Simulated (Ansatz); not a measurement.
# ScOF, space group P4/nmm: a projected density of states

Computed with Ansatz 0.2.0, Python API.

Run as a notebook:

**Cell 1**
```python
import ansatz as az
from ase import Atoms
import numpy as np
```

**Cell 2**
```python
SMEARING = "Fixed"
MESH = (5, 5, 4)
XC = "LDA"
CUTOFF = 450
N_EMPTY = 18
```

**Cell 3**
```python
atoms = Atoms(
    ["Sc", "Sc", "O", "O", "F", "F"],
    scaled_positions=[
        [0.5, 0.0, 0.70585],
        [0.0, 0.5, 0.29415],
        [0.0, 0.0, 0.5],
        [0.5, 0.5, 0.5],
        [0.5, 0.5, 0.0],
        [0.0, 0.0, 0.0],
    ],
    cell=[
        [3.62752, 0.0, 0.0],
        [0.0, 3.62752, 0.0],
        [0.0, 0.0, 5.1722],
    ],
    pbc=True,
)
crystal = az.Crystal.from_ase(atoms)
```

**Cell 4**
```python
job = (
    crystal.calculation()
    .occupations(SMEARING)  # no smearing
    .kpoints(*MESH)
    .functional(XC)
    .basis(CUTOFF)  # a bare number is in eV
    .scf(extra_bands=N_EMPTY)
    .density_of_states(projected=True, energy_step=0.1)
)
out = job.run(threads=1)
summary = out.report
```

**Cell 5**
```python
sorted(key for key in summary if key.endswith("_ev"))
```
Output:
```text
['band_edges_ev', 'eigenvalues_ev', 'energy_sigma0_ev', 'entropy_ts_ev', 'fermi_energy_ev',
 'free_energy_ev', 'gap_by_band_count_ev', 'harris_foulkes_ev', 'internal_energy_ev',
 'lagrangian_ev', 'lagrangian_sigma0_ev', 'loop_eigenvalues_ev', 'loop_fermi_energy_ev',
 'occupations_fermi_energy_ev', 'residual_norms_ev']
```

**Cell 6**
```python
dos = out.density_of_states()
energy = np.asarray(dos.energies_ev) - dos.fermi_ev
curves = {}
for site in out.projected_density_of_states().sites:
    for shell in site.shells:
        weight = sum(np.sum(curve.g_bin_mean_per_ev, axis=0) for curve in shell.curves)
        name = f"{site.species} {shell.label}"
        curves[name] = curves.get(name, 0) + weight
```

**Cell 7**
```python
print("E-EF   " + " ".join(f"{name:>8s}" for name in curves))
for e in np.arange(-8, 4 + 0.1, 0.5):
    print(f"{e:5.1f}  " + " ".join(f"{np.interp(e, energy, g):8.3f}" for g in curves.values()))
```
Output:
```text
E-EF      Sc 3S    Sc 4S    Sc 3P    Sc 3D     O 2S     O 2P     F 2S     F 2P
 -8.0     0.000    0.000    0.000    0.000    0.000    0.000    0.000    0.000
 -7.5     0.000    0.000    0.000    0.000    0.000    0.000    0.000    0.000
 -7.0     0.000    0.000    0.000    0.000    0.000    0.000    0.000    0.000
 -6.5     0.000    0.000    0.000    0.000    0.000    0.000    0.000    0.000
 -6.0     0.000    0.000    0.000    0.000    0.000    0.000    0.000    0.000
 -5.5     0.000    0.000    0.000    0.000    0.000    0.000    0.000    0.000
 -5.0     0.005    0.071    0.006    0.179    0.002    0.151    0.002    1.354
 -4.5     0.005    0.074    0.016    0.336    0.008    0.283    0.006    2.967
 -4.0     0.010    0.157    0.027    0.566    0.030    0.838    0.011    5.864
 -3.5     0.005    0.019    0.020    0.302    0.003    0.830    0.002    1.191
 -3.0     0.010    0.062    0.040    0.509    0.015    1.804    0.018    3.117
 -2.5     0.018    0.120    0.068    0.923    0.038    4.524    0.026    3.032
 -2.0     0.002    0.012    0.011    0.220    0.004    0.804    0.005    2.456
 -1.5     0.005    0.029    0.023    0.609    0.010    3.056    0.015    0.536
 -1.0     0.004    0.036    0.021    0.510    0.010    3.435    0.007    0.760
 -0.5     0.004    0.029    0.013    0.198    0.012    2.095    0.003    0.136
  0.0     0.000    0.000    0.001    0.027    0.000    0.221    0.000    0.004
  0.5     0.000    0.000    0.000    0.000    0.000    0.000    0.000    0.000
  1.0     0.000    0.000    0.000    0.000    0.000    0.000    0.000    0.000
  1.5     0.000    0.000    0.000    0.000    0.000    0.000    0.000    0.000
  2.0     0.000    0.000    0.000    0.000    0.000    0.000    0.000    0.000
  2.5     0.000    0.000    0.000    0.000    0.000    0.000    0.000    0.000
  3.0     0.000    0.000    0.000    0.000    0.000    0.000    0.000    0.000
  3.5     0.000    0.000    0.000    0.000    0.000    0.000    0.000    0.000
  4.0     0.000    0.000    0.000    0.000    0.000    0.000    0.000    0.000
```

Reading the output:
- Spin is left out of this run.
- Along an axis with an odd division the mesh misses the point at one half; a gap read on a finite mesh is an upper bound on this functional's gap.
- Semilocal gaps usually lie well under measured ones.
- With fixed filling the reported Fermi level is the top filled level among the k-points of the SCF.
- The crystal has a gap of about 4.26 eV on the mesh; bins of finite width blur the band edges.
- The structure comes from a database of computed cells and needn't be a stable or known phase.
- Gaps and levels are Kohn-Sham values on a finite set of k-points.
- Curves are summed over the cell's atoms. Only shells that the potentials hold have channels, so projections don't add up to the total, least of all where a shell is missing (p of most metals); heights and places of peaks move with the mesh.
- The density of states is complete only as far up as bands were computed.
- Timing: 3.7 s on 1 thread of Arm Neoverse V1, on a shared host, peak memory 0.4 GiB.

(Lines on the test bed's own set-up are left out of the output.)
